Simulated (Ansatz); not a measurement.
# InIF2: up Jacob's ladder to CCSD(T)

The task here is to estimate one member of a computed series from the others.

Method: functionals in def2-TZVPP, the program's frozen cores in correlated methods; program: Ansatz 0.2.0, Gaussian basis.

Plan: LDA (SPW92), PBE-D4, revPBE-D4, BLYP-D4, r2SCAN-D4, B97M-V, PBE0-D4, B3LYP-D4, r2SCANh-D4, r2SCAN0-D4, HSE06-D4, BHLYP-D4, CAM-B3LYP-D4, LC-ωPBE, ωB97X-V, ωB97M-V, B2PLYP, PBE-QIDH; CCSD(T)/def2-SVP; CCSD(T)/def2-TZVPP; MP2/def2-QZVPP; extrapolation to the limit; RPA on PBE.

## Structure used throughout

All runs share one geometry, relaxed beforehand with PBE0-D4 in a triple-zeta def2 set. In, I take the def2 core potential; no spin-orbit term is included.

SMILES `[F][In]([F])[I]`, 4 atoms, charge 0, spin multiplicity 1.

Atoms are counted from 1 here; the program's logs count them from 0.

Bond lengths: F1–In2 1.928 Å, In2–F3 1.928 Å, In2–I4 2.598 Å. Angles: F1–In2–F3 112.0°, F1–In2–I4 124.0°, F3–In2–I4 124.0°.

As a file:

```xyz
4
F2IIn
F     1.03220    0.66398    1.56620
In    0.08936   -0.07020    0.05315
F     0.62544   -1.88437   -0.31920
I    -1.69151    1.23029   -1.32045
```

Set-up of the first run:

in.yaml

```yaml
crystal:
  periodic: [false, false, false]
  atoms:
    - {symbol: F, position_ang: [1.032199, 0.663984, 1.566198]}
    - {symbol: In, position_ang: [0.089365, -0.070197, 0.053154]}
    - {symbol: F, position_ang: [0.625442, -1.884372, -0.319196]}
    - {symbol: I, position_ang: [-1.691505, 1.230285, -1.320455]}
basis:
  gaussian: {orbitals: def2-TZVPP}
hamiltonian: {xc: lda}
output: {orbitals: {seedname: orbitals}}
```

Launch:

```console
$ ansatz run in.yaml --threads 4 --pin off --events-out ev --progress --plain --max-ram 10444MiB
```

Among the steps run: LDA; PBE-D4 (GGA); revPBE-D4 (GGA); BLYP-D4 (GGA); r2SCAN-D4 (meta-GGA); B97M-V (meta-GGA); PBE0-D4 (hybrid); B3LYP-D4 (hybrid); r2SCANh-D4 (hybrid); r2SCAN0-D4 (hybrid); HSE06-D4 (hybrid); BHLYP-D4 (hybrid); CAM-B3LYP-D4 (range-separated); LC-ωPBE (range-separated); ωB97X-V (range-separated); ωB97M-V (range-separated); B2PLYP (double hybrid); PBE-QIDH (double hybrid).

One table of the session follows, with a row left open; its other results are not shown here.

It belongs to the step «Orbital energies across the functionals». 

| functional | HOMO (eV) | LUMO (eV) | gap (eV) |
| --- | --- | --- | --- |
| LDA (SPW92) | -7.61 | -4.36 | 3.26 |
| PBE-D4 | -7.41 | -3.99 | 3.42 |
| revPBE-D4 | -7.34 | -3.85 | 3.48 |
| BLYP-D4 | -7.23 | -3.96 | 3.27 |
| r2SCAN-D4 | -7.72 | -3.80 | 3.92 |
| B97M-V | -7.69 | -3.80 | 3.89 |
| PBE0-D4 | -8.60 | -3.15 | 5.45 |
| B3LYP-D4 | -8.35 | -3.47 | 4.88 |
| r2SCANh-D4 | ? | ? | ? |
| r2SCAN0-D4 | -8.81 | -3.04 | 5.77 |
| HSE06-D4 | -8.20 | -3.52 | 4.68 |
| BHLYP-D4 | -9.61 | -2.33 | 7.28 |
| CAM-B3LYP-D4 | -9.87 | -2.24 | 7.63 |
| LC-ωPBE | -11.19 | -0.92 | 10.27 |
| ωB97X-V | -10.85 | -1.08 | 9.77 |
| ωB97M-V | -10.73 | -1.22 | 9.51 |

Q: Estimate the row for r2SCANh-D4 from the others.

Worked estimate for «HOMO (eV)». Against the share of exact exchange, r2SCAN-D4 (0, -7.72), r2SCAN0-D4 (0.25, -8.81) give a slope of -4.36 per unit share; at 0.1 the line stands at -8.16.

The run gave: HOMO (eV): -8.16; LUMO (eV): -3.50; gap (eV): 4.66. In «HOMO (eV)» the line misses by 0.00.
